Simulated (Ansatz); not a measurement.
# Sn3As: the cost of one run

Computed with Ansatz 0.2.0 (DFT PBE, scalar-relativistic, plane waves, PAW, unless a step's input says otherwise).

## Step 1: The system as given

It takes space group R-3m (No. 166, trigonal). The conventional cell has a = 8.035 Å, b = 8.035 Å, c = 11.319 Å, α = 90.00°, β = 90.00°, γ = 120.00°. Sn (site symmetry m) is surrounded by 2 Sn at 2.41 Å and 2 As at 2.85 to 3.24 Å. As (site symmetry 3m) has 6 Sn at 2.85 to 3.24 Å as nearest neighbours.

Coordinates:

```xyz
8
Lattice="4.0173 2.3194 3.7730 -4.0173 2.3194 3.7730 0.0000 -4.6387 3.7730" Properties=species:S:1:pos:R:3 pbc="T T T"
Sn    2.1894   -1.2641    6.9650
Sn    0.0000    2.5281    6.9650
Sn   -2.1894   -1.2641    6.9650
Sn   -2.1894    1.2641    4.3541
Sn    2.1894    1.2641    4.3541
Sn    0.0000   -2.5281    4.3541
As    0.0000    0.0000    3.0448
As    0.0000    0.0000    8.2742
```

This is candidate A: anti-GeP3 type (R-3m, No. 166).

(A quick probe on a coarse mesh, which set the mesh and smearing, is not shown.)

## Step 3: Coarse relaxation (candidate A)

File input.yaml:

```yaml
crystal:
  lattice:
    - [4.0172717823, 2.3193729449, 3.7730100521]
    - [-4.0172717823, 2.3193729449, 3.7730100521]
    - [0.0, -4.6387458898, 3.7730100521]
  atoms:
    - { symbol: Sn, position: [0.797, 0.252, 0.797] }
    - { symbol: Sn, position: [0.797, 0.797, 0.252] }
    - { symbol: Sn, position: [0.252, 0.797, 0.797] }
    - { symbol: Sn, position: [0.203, 0.748, 0.203] }
    - { symbol: Sn, position: [0.748, 0.203, 0.203] }
    - { symbol: Sn, position: [0.203, 0.203, 0.748] }
    - { symbol: As, position: [0.269, 0.269, 0.269] }
    - { symbol: As, position: [0.731, 0.731, 0.731] }
basis:
  ecutwfc: 420
kpoints:
  mp_grid: { grid: [3, 3, 3] }
hamiltonian:
  xc: pbe
scf:
  occupations: { method: gaussian, width: 0.1 }
  lower_state_search: "off"
output:
  forces: true
  stress: true
  eigenvalues: true
relax:
  adjacent_minimum: "off"
  f_tol: 0.04
  max_steps: 70
  cell: { stress_tol: 0.4 }
```

Launch:

```bash
ansatz run input.yaml --threads 1 --pin off --max-ram 2560MiB --backend cpu --events-out ev --progress --plain --runs-dir out
```

What time and memory should one allow on 1 thread of an x86-64 CPU, shared host?

About 2.4 min, with a peak of 0.52 GiB.
